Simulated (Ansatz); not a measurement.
# CH₉GeN (built from SMILES [CH3][GeH2][NH2].[H][H]): a reaction path by the nudged elastic band

What path joins these two structures, and how high does it climb? Both ends were relaxed at PBE0-D4 in triple zeta.

Program: Ansatz 0.2.0, Gaussian basis. Level of theory: PBE0-D4/def2-SVP. These are calculated values, not measurements.

22 further runs of the same task are left out: 22 set aside as unsound or not needed.

### Step 1. Starting geometry

The first end: 12 atoms, charge 0, spin multiplicity 1.

Atoms are counted from 1 here; the program's logs count them from 0.

Bond lengths: Ge1–N2 1.849 Å, Ge1–H3 1.551 Å, Ge1–H4 1.540 Å, Ge1–C5 1.945 Å, N2–H8 1.011 Å, N2–H9 1.012 Å, C5–H10 1.090 Å, C5–H11 1.091 Å, C5–H12 1.091 Å, H6–H7 0.750 Å. Angles: N2–Ge1–H3 113.3°, N2–Ge1–H4 105.8°, N2–Ge1–C5 107.2°, H3–Ge1–H4 108.5°, H3–Ge1–C5 109.9°, H4–Ge1–C5 112.2°, Ge1–N2–H8 113.8°, Ge1–N2–H9 113.8°, H8–N2–H9 107.8°, Ge1–C5–H10 109.8°, Ge1–C5–H11 110.3°, Ge1–C5–H12 110.6°, H10–C5–H11 108.7°, H10–C5–H12 109.1°, H11–C5–H12 108.4°.

Coordinates:

```
atom    x (Å)    y (Å)    z (Å)
 Ge1  -0.8661  -0.6586  -0.2319
  N2   0.3738  -0.9607   1.1060
  H3  -1.3361  -1.9571  -0.9376
  H4  -2.0793  -0.0112   0.4609
  C5  -0.0358   0.5335  -1.5255
  H6   1.1017   1.4785   1.8057
  H7   1.2681   2.1967   1.9439
  H8  -0.0032  -1.4466   1.9087
  H9   1.1936  -1.4655   0.7955
 H10   0.2793   1.4526  -1.0306
 H11   0.8398   0.0576  -1.9703
 H12  -0.7358   0.7809  -2.3248
```

The second end:

```xyz
12
charge 0, multiplicity 1
Ge   -1.3251    0.6273   -0.0764
N     1.3533   -1.1804    1.2273
H    -1.7383   -0.8242    0.2329
H    -2.5981    1.3959   -0.4907
C     0.0121    0.6925   -1.4911
H     1.3352   -0.5579    2.0260
H    -0.7959    1.2688    1.2204
H     0.6835   -1.9174    1.4113
H     2.2706   -1.6088    1.2021
H     0.2914    1.7251   -1.7039
H     0.8881    0.1390   -1.1535
H    -0.3770    0.2402   -2.4042
```

### Step 2. The band at PBE0-D4/def2-SVP

Contents of neb/in.yaml:

```yaml
crystal:
  periodic: [false, false, false]
  atoms:
    - {symbol: Ge, position_ang: [-0.866125, -0.658554, -0.231886]}
    - {symbol: N, position_ang: [0.373841, -0.960748, 1.105980]}
    - {symbol: H, position_ang: [-1.336094, -1.957098, -0.937582]}
    - {symbol: H, position_ang: [-2.079326, -0.011242, 0.460854]}
    - {symbol: C, position_ang: [-0.035827, 0.533546, -1.525478]}
    - {symbol: H, position_ang: [1.101707, 1.478538, 1.805749]}
    - {symbol: H, position_ang: [1.268056, 2.196661, 1.943883]}
    - {symbol: H, position_ang: [-0.003151, -1.446595, 1.908687]}
    - {symbol: H, position_ang: [1.193604, -1.465519, 0.795470]}
    - {symbol: H, position_ang: [0.279310, 1.452596, -1.030587]}
    - {symbol: H, position_ang: [0.839754, 0.057594, -1.970300]}
    - {symbol: H, position_ang: [-0.735846, 0.780919, -2.324789]}
basis:
  gaussian: {orbitals: def2-SVP}
hamiltonian: {xc: pbe0, dispersion: d4}
neb:
  images: 5
  climbing: true
  max_iterations: 40
  initial_path: idpp
  final_atoms:
    - {symbol: Ge, position_ang: [-1.325052, 0.627263, -0.076429]}
    - {symbol: N, position_ang: [1.353338, -1.180350, 1.227277]}
    - {symbol: H, position_ang: [-1.738330, -0.824227, 0.232850]}
    - {symbol: H, position_ang: [-2.598100, 1.395879, -0.490704]}
    - {symbol: C, position_ang: [0.012103, 0.692484, -1.491146]}
    - {symbol: H, position_ang: [1.335227, -0.557895, 2.026015]}
    - {symbol: H, position_ang: [-0.795873, 1.268801, 1.220354]}
    - {symbol: H, position_ang: [0.683459, -1.917361, 1.411295]}
    - {symbol: H, position_ang: [2.270577, -1.608752, 1.202080]}
    - {symbol: H, position_ang: [0.291439, 1.725136, -1.703877]}
    - {symbol: H, position_ang: [0.888144, 0.138956, -1.153533]}
    - {symbol: H, position_ang: [-0.377034, 0.240167, -2.404184]}
```

Launch:

```
> ansatz run in.yaml --threads 4 --pin off --events-out ev --progress --plain --max-ram 9574MiB
```

Before running it: what results should come out? Wanted: from earlier runs: barrier over the separately found saddle, CCSD(T)/def2-TZVPP.

**Answer**, as computed:

| quantity | value |
| --- | --- |
| PBE0-D4/def2-SVP, 27 iterations | highest 169.2 kJ/mol (image 3), last end -32.5 kJ/mol |
| from earlier runs: barrier over the separately found saddle, CCSD(T)/def2-TZVPP | 200.1 kJ/mol |

What this shows: The highest image lies 169.2 kJ/mol above the first end, and it climbed, so it estimates the saddle. The ends are not quite minima at this level (largest force component 0.52 eV/Å), so the heights are unreliable: relaxing the first end would lower it and raise the barrier above it. The highest image is 31.0 kJ/mol below the CCSD(T) barrier in triple zeta, which comes from separate runs on the saddle.
